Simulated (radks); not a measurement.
# Valence configurations of Ca⁺

An exercise on one series of results from a longer session: the logs are not shown, and one member is left open.

The numbers are computed with radks (a radial shooting solver on a logarithmic mesh, Libxc functionals) version 1 (non-relativistic Kohn-Sham, PBE, spin-polarised, spherical densities, point nucleus; open shells are filled with parallel spins first), except any that are marked as measured or tabulated.

## The system

- element: calcium (Z = 20)
- charge: +1
- electrons: 19
- configuration: [Ar] 4s1
- others tried: 3d0.5 4s0.5; 3d1; 4p1; 4s0.5 4p0.5

Outer shells as boxes (Hund's rule):

Ca⁺
```
[Ar] core
4s [↑ ]
```

The first run:

Input:

```text
Z 20
configuration [Ar] 4s1
relativity non-relativistic
functional pbe,pbe
spin polarised
nucleus point
```

On the command line:

```console
$ python run_ks.py task.json out
```

This one command runs every case of the session in turn.

Among the steps run: [Ar] 4s1.

One table of the session follows, with a row left open; its other results are not shown here.

It belongs to the step «[Ar] 4s1». From the orbitals of this run (lengths in bohr):

| level | <r> | outermost maximum (interpolated) | 90 % within | nodes |
| --- | --- | --- | --- | --- |
| 2s down | 0.3667 | 0.302 | 0.571 | 1 |
| 2p up | 0.3286 | 0.248 | 0.542 | 0 |
| 2p down | 0.3286 | 0.248 | 0.542 | 0 |
| 3s up | ? | ? | ? | ? |
| 3s down | 1.160 | 0.999 | 1.74 | 2 |
| 3p up | 1.270 | 1.05 | 1.96 | 1 |
| 3p down | 1.266 | 1.05 | 1.95 | 1 |
| 4s up | 3.592 | 3.16 | 5.27 | 3 |

Q: Estimate the row for 3s up from the others.

The run gave: <r>: 1.162; outermost maximum (interpolated): 0.999; 90 % within: 1.74; nodes: 2. In the column «<r>» it lies between 3s down (1.160) and 3p down (1.266).
